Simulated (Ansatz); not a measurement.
# C6H12F3NO2 (tetramethylammonium trifluoroacetate): the cost of one run

The runs use Ansatz 0.2.0, Gaussian basis; the settings change from run to run.

## 1. The geometry

The geometry comes from an earlier relaxation with PBE0-D4/def2-SVP; it is a stationary point, not always the lowest conformer.

24 atoms, charge 0, spin multiplicity 1.

Atoms are counted from 1 here; the program's logs count them from 0.

Bond lengths: C1–N2 1.494 Å, C1–H6 1.097 Å, C1–H7 1.098 Å, C1–H8 1.106 Å, N2–C3 1.495 Å, N2–C4 1.480 Å, N2–C5 1.494 Å, C3–H9 1.116 Å, C3–H10 1.098 Å, C3–H11 1.098 Å, C4–H12 1.098 Å, C4–H13 1.098 Å, C4–H14 1.097 Å, C5–H15 1.098 Å, C5–H16 1.106 Å, C5–H17 1.097 Å, O18–C19 1.250 Å, C19–O20 1.238 Å and more. Angles: N2–C1–H6 108.7°, N2–C1–H7 108.4°, N2–C1–H8 107.0°, H6–C1–H7 110.1°, H6–C1–H8 112.4°, H7–C1–H8 110.1°, C1–N2–C3 109.2°, C1–N2–C4 110.2°, C1–N2–C5 108.2°, C3–N2–C4 109.8°, C3–N2–C5 109.1°, C4–N2–C5 110.3°, N2–C3–H9 109.5°, N2–C3–H10 108.1°, N2–C3–H11 108.2°, H9–C3–H10 110.4°, H9–C3–H11 110.8°, H10–C3–H11 109.7° and more.

## 2. BLYP/aug-cc-pVDZ

Options: D3(BJ) dispersion.

in.yaml

```yaml
crystal:
  periodic: [false, false, false]
  atoms:
    - {symbol: C, position_ang: [-1.420171, -0.359173, 0.838120]}
    - {symbol: N, position_ang: [-0.255576, 0.438591, 1.326933]}
    - {symbol: C, position_ang: [0.977346, -0.403759, 1.263154]}
    - {symbol: C, position_ang: [-0.488453, 0.883899, 2.719445]}
    - {symbol: C, position_ang: [-0.087481, 1.619079, 0.427243]}
    - {symbol: H, position_ang: [-1.485260, -1.283410, 1.425872]}
    - {symbol: H, position_ang: [-2.330876, 0.239023, 0.972984]}
    - {symbol: H, position_ang: [-1.250011, -0.554952, -0.237524]}
    - {symbol: H, position_ang: [1.158126, -0.718844, 0.207456]}
    - {symbol: H, position_ang: [1.819738, 0.194870, 1.633982]}
    - {symbol: H, position_ang: [0.829404, -1.277337, 1.911475]}
    - {symbol: H, position_ang: [-1.393595, 1.503503, 2.757329]}
    - {symbol: H, position_ang: [-0.614619, 0.003420, 3.362390]}
    - {symbol: H, position_ang: [0.375724, 1.468414, 3.060077]}
    - {symbol: H, position_ang: [-0.956672, 2.277857, 0.553319]}
    - {symbol: H, position_ang: [-0.051017, 1.233878, -0.608652]}
    - {symbol: H, position_ang: [0.831639, 2.148358, 0.708122]}
    - {symbol: O, position_ang: [-0.479554, -0.123345, -1.995326]}
    - {symbol: C, position_ang: [0.530893, -0.799060, -2.285124]}
    - {symbol: O, position_ang: [1.448728, -1.197720, -1.556029]}
    - {symbol: C, position_ang: [0.669399, -1.216872, -3.771960]}
    - {symbol: F, position_ang: [1.841633, -0.812555, -4.274988]}
    - {symbol: F, position_ang: [0.621485, -2.550302, -3.891933]}
    - {symbol: F, position_ang: [-0.290831, -0.713555, -4.546377]}
basis:
  gaussian: {orbitals: aug-cc-pVDZ}
hamiltonian: {xc: {name: BLYP}, dispersion: d3bj}
scf: {omitted_lower_state_checks: [starts]}
```

Launch:

```bash
$ ansatz run in.yaml --threads 6 --pin off --events-out ev --progress --plain --max-ram 7833MiB
```

Q: Estimate wall time and peak memory on 6 threads of Arm Neoverse N1, shared host.

About 16 s, with a peak of 1.1 GiB.
